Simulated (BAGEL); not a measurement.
# SiHClOF (SMILES O[Si](F)Cl): ROHF/aug-cc-pVDZ (density fitting with qzvpp-jkfit)

Aim: the energy change on altering one bond length of SiHClOF at ROHF/aug-cc-pVDZ (density fitting with qzvpp-jkfit), from 2 runs. 

The results are computed with BAGEL 1.2.2.

### Step 1. Starting point

SiHClOF: 5 atoms, total charge 0, spin state doublet. As SMILES, `O[Si](F)Cl`. Geometry: relaxed at PBE0-D4/def2-TZVP. This is one conformer, not always the lowest.

Bond lengths: O1–Si2 1.630 Å, Si2–F3 1.596 Å, Si2–Cl4 2.040 Å, O1–H5 0.960 Å. Angles: O1–Si2–F3 109.7°, O1–Si2–Cl4 106.8°, F3–Si2–Cl4 108.8°, Si2–O1–H5 117.9°.

### Step 2. The energy at ROHF/aug-cc-pVDZ (density fitting with qzvpp-jkfit)

File input.json:

```json
{ "bagel" : [

{
  "title" : "molecule",
  "basis" : "aug-cc-pvdz.json",
  "df_basis" : "qzvpp-jkfit",
  "angstrom" : "true",
  "geometry" : [
    { "atom" : "O", "xyz" : [      -0.003500,       1.141300,      -0.013500 ] },
    { "atom" : "Si", "xyz" : [       0.078300,      -0.426700,       0.425700 ] },
    { "atom" : "F", "xyz" : [       0.979500,      -1.232100,      -0.616800 ] },
    { "atom" : "Cl", "xyz" : [      -1.825100,      -1.157700,       0.353200 ] },
    { "atom" : "H", "xyz" : [       0.820600,       1.601600,      -0.189800 ] }
  ]
},

{ "title" : "rohf", "nopen" : 1 },

{ "title" : "print", "file" : "orbitals.molden", "orbitals" : "true" }

]}
```

The basis set aug-cc-pVDZ is read from a file made from the Basis Set Exchange's data (not shown).

Run with:

```
$ BAGEL_NUM_THREADS=1 BAGEL input.json > input.out
```

What it wrote:

```text
* using 1 threads per process

  ===============================================================
  ===============================================================

  *** Geometry ***

  { "atom" : "O", "xyz" : [     -0.006614,      2.156744,     -0.025511 ] },
  { "atom" : "Si", "xyz" : [      0.147966,     -0.806346,      0.804456 ] },
  { "atom" : "F", "xyz" : [      1.850987,     -2.328332,     -1.165583 ] },
  { "atom" : "Cl", "xyz" : [     -3.448939,     -2.187736,      0.667451 ] },
  { "atom" : "H", "xyz" : [      1.550709,      3.026585,     -0.358670 ] },

  Number of auxiliary basis functions:      428

  Since a DF basis is specified, we compute 2- and 3-index integrals:
    o Being stored without compression. Storage requirement is 0.041 GB

  Number of basis functions:      109
  Number of electrons      :       49

    * METHOD: MOLECULE                             0.18

  *** Open-shell HF ***

  === Nuclear Repulsion ===
   217.6112504745

      * DIIS with orbital gradients will be used.

  === ROHF iteration (aug-cc-pvdz.json) ===
      0       -923.09681102          0.03618783           0.14
      1       -923.31317228          0.02862816           0.14
      2       -923.40312728          0.01681939           0.14
      3       -923.46446582          0.00159526           0.14
      4       -923.46577966          0.00061114           0.15
      5       -923.46608578          0.00018000           0.15
      6       -923.46614670          0.00007211           0.15
      7       -923.46616487          0.00002943           0.14
      8       -923.46616756          0.00000828           0.14
      9       -923.46616948          0.00000350           0.14
     10       -923.46617001          0.00000136           0.14
     11       -923.46616988          0.00000050           0.14
     12       -923.46616991          0.00000021           0.14
     13       -923.46616991          0.00000010           0.14
     14       -923.46616991          0.00000004           0.14
     15       -923.46616991          0.00000002           0.14
     16       -923.46616991          0.00000001           0.14
    * SCF iteration converged.

    * S^2 (ROHF) is 0.7500

    * Permanent dipole moment:
           (   -0.675211,    -0.524160,    -0.298389) a.u.

    * METHOD: ROHF                                 2.57

    * METHOD: PRINT                                0.02

  ===============================================================
```

Run time: 2.9 s. Hardware: 1 thread of Arm Neoverse V2, shared host; peak memory 0.13 GiB.

### Step 3. The distorted shape

File job.json:

```json
{ "bagel" : [

{
  "title" : "molecule",
  "basis" : "aug-cc-pvdz.json",
  "df_basis" : "qzvpp-jkfit",
  "angstrom" : true,
  "geometry" : [
    { "atom" : "O", "xyz" : [      -0.028039,       1.611678,      -0.145254 ] },
    { "atom" : "Si", "xyz" : [       0.078300,      -0.426700,       0.425700 ] },
    { "atom" : "F", "xyz" : [       0.979500,      -1.232100,      -0.616800 ] },
    { "atom" : "Cl", "xyz" : [      -1.825100,      -1.157700,       0.353200 ] },
    { "atom" : "H", "xyz" : [       0.796061,       2.071978,      -0.321554 ] }
  ]
},

{ "title" : "rohf", "nopen" : 1 },

{ "title" : "print", "file" : "orbitals.molden", "orbitals" : true }

]}
```

The basis set aug-cc-pVDZ is read from a file made from the Basis Set Exchange's data (not shown).

Run with:

```
$ BAGEL_NUM_THREADS=1 BAGEL job.json > job.out
```

What it wrote:

```text
* using 1 threads per process

  ===============================================================
  ===============================================================

  *** Geometry ***

  { "atom" : "O", "xyz" : [     -0.052986,      3.045630,     -0.274490 ] },
  { "atom" : "Si", "xyz" : [      0.147966,     -0.806346,      0.804456 ] },
  { "atom" : "F", "xyz" : [      1.850987,     -2.328332,     -1.165583 ] },
  { "atom" : "Cl", "xyz" : [     -3.448939,     -2.187736,      0.667451 ] },
  { "atom" : "H", "xyz" : [      1.504337,      3.915471,     -0.607649 ] },

  Number of auxiliary basis functions:      428

  Since a DF basis is specified, we compute 2- and 3-index integrals:
    o Being stored without compression. Storage requirement is 0.041 GB

  Number of basis functions:      109
  Number of electrons      :       49

    * METHOD: MOLECULE                             0.18

  *** Open-shell HF ***

  === Nuclear Repulsion ===
   203.4896019061

      * DIIS with orbital gradients will be used.

  === ROHF iteration (aug-cc-pvdz.json) ===
      0       -922.93066792          0.04209945           0.15
      1       -923.06012740          0.04519944           0.15
      2       -923.18519505          0.03149410           0.15
      3       -923.39415431          0.00317775           0.14
      4       -923.39719529          0.00131265           0.14
      5       -923.39846563          0.00058761           0.14
      6       -923.39897303          0.00029467           0.15
      7       -923.39914983          0.00012936           0.15
      8       -923.39920919          0.00005748           0.14
      9       -923.39923374          0.00003154           0.14
     10       -923.39923566          0.00001462           0.14
     11       -923.39923646          0.00000562           0.14
     12       -923.39923671          0.00000249           0.14
     13       -923.39923686          0.00000103           0.15
     14       -923.39923689          0.00000057           0.15
     15       -923.39923690          0.00000030           0.15
     16       -923.39923689          0.00000020           0.15
     17       -923.39923689          0.00000006           0.15
     18       -923.39923688          0.00000003           0.14
     19       -923.39923688          0.00000001           0.14
     20       -923.39923688          0.00000001           0.14
    * SCF iteration converged.

    * S^2 (ROHF) is 0.7500

    * Permanent dipole moment:
           (   -0.526356,     0.436519,    -0.544290) a.u.

    * METHOD: ROHF                                 3.20

    * METHOD: PRINT                                0.02

  ===============================================================
```

It took 3.6 s on 1 thread of Arm Neoverse V2, shared host; peak memory 0.13 GiB.

### Step 4. Outcome

Level: ROHF/aug-cc-pVDZ (density fitting with qzvpp-jkfit).

| quantity | value |
| --- | --- |
| first shape: total energy | -923.46617 Eh |
| first shape: dipole moment | 2.30 D |
| first shape: ⟨S²⟩ | 0.750 |
| distorted shape: total energy | -923.39924 Eh |
| distorted shape: dipole moment | 2.22 D |
| distorted shape: ⟨S²⟩ | 0.750 |
| energy change with the O1–Si2 bond stretched from 1.630 to 2.120 Å | 1.821 eV |

What this shows: With the O1–Si2 bond stretched from 1.630 to 2.120 Å the energy rises by 1.82 eV (176 kJ/mol). The first shape isn't relaxed at this level, so the change isn't measured from a minimum.
